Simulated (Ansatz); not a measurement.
# ClH₆O₂ScSi₂: how energies converge with the basis set

The task here is to estimate one member of a computed series from the others.

The runs use Ansatz 0.2.0, Gaussian basis; one geometry, several basis sets.

Plan: PBE0-D4/def2-SVP; ωB97M-V/def2-SVP; PBE0-D4/def2-QZVPP; ωB97M-V/def2-QZVPP; the functionals' def2-TZVPP values are taken from earlier runs.

### The relaxed structure

An earlier PBE0-D4 in a triple-zeta def2 set relaxation fixed the geometry.

SMILES `[SiH3][O][Sc]([Cl])[O][SiH3]`, 12 atoms, charge 0, spin multiplicity 1.

Atoms are counted from 1 here; the program's logs count them from 0.

Bond lengths: Si1–O2 1.636 Å, Si1–H7 1.487 Å, Si1–H8 1.487 Å, Si1–H9 1.488 Å, O2–Sc3 1.869 Å, Sc3–Cl4 2.312 Å, Sc3–O5 1.869 Å, O5–Si6 1.636 Å, Si6–H10 1.487 Å, Si6–H11 1.487 Å, Si6–H12 1.488 Å. Angles: O2–Si1–H7 110.3°, O2–Si1–H8 109.8°, O2–Si1–H9 110.0°, H7–Si1–H8 109.0°, H7–Si1–H9 108.8°, H8–Si1–H9 108.9°, Si1–O2–Sc3 177.1°, O2–Sc3–Cl4 121.1°, O2–Sc3–O5 117.8°, Cl4–Sc3–O5 121.1°, Sc3–O5–Si6 177.5°, O5–Si6–H10 110.1°, O5–Si6–H11 109.8°, O5–Si6–H12 110.1°, H10–Si6–H11 109.0°, H10–Si6–H12 108.8°, H11–Si6–H12 108.9°.

The first run:

File in.yaml:

```yaml
crystal:
  periodic: [false, false, false]
  atoms:
    - {symbol: Si, position_ang: [-2.799528, 1.051910, 0.299411]}
    - {symbol: O, position_ang: [-1.577977, -0.019752, 0.487561]}
    - {symbol: Sc, position_ang: [-0.126824, -1.186772, 0.652045]}
    - {symbol: Cl, position_ang: [-0.336175, -3.203068, 1.764078]}
    - {symbol: O, position_ang: [1.500221, -0.669703, -0.109245]}
    - {symbol: Si, position_ang: [2.893816, -0.154426, -0.793429]}
    - {symbol: H, position_ang: [-3.879831, 0.778895, 1.283522]}
    - {symbol: H, position_ang: [-3.358086, 0.943535, -1.074892]}
    - {symbol: H, position_ang: [-2.298586, 2.437031, 0.507673]}
    - {symbol: H, position_ang: [3.629155, -1.303483, -1.384558]}
    - {symbol: H, position_ang: [3.751026, 0.492898, 0.235217]}
    - {symbol: H, position_ang: [2.602779, 0.832935, -1.867382]}
basis:
  gaussian: {orbitals: def2-SVP}
hamiltonian: {xc: pbe0, dispersion: d4}
output: {orbitals: {seedname: orbitals}}
```

Steps of the session up to this table: PBE0-D4 in def2-SVP; ωB97M-V in def2-SVP; PBE0-D4 in def2-QZVPP; ωB97M-V in def2-QZVPP.

One of the session's tables, all rows but one given; the rest of the session is left out.

It belongs to the step «Density functionals: the series». 

| functional | basis | HOMO (eV) | LUMO (eV) |
| --- | --- | --- | --- |
| PBE0-D4 | def2-SVP | -8.48 | -2.35 |
| PBE0-D4 | def2-TZVPP | -8.67 | -2.45 |
| PBE0-D4 | def2-QZVPP | -8.68 | -2.44 |
| ωB97M-V | def2-SVP | -10.70 | -0.66 |
| ωB97M-V | def2-TZVPP | ? | ? |
| ωB97M-V | def2-QZVPP | -10.96 | -0.86 |

Estimate the missing values for ωB97M-V, def2-TZVPP.

**Answer.** HOMO (eV): -10.95; LUMO (eV): -0.85. In the column «HOMO (eV)» it lies between ωB97M-V, def2-QZVPP (-10.96) and ωB97M-V, def2-SVP (-10.70).
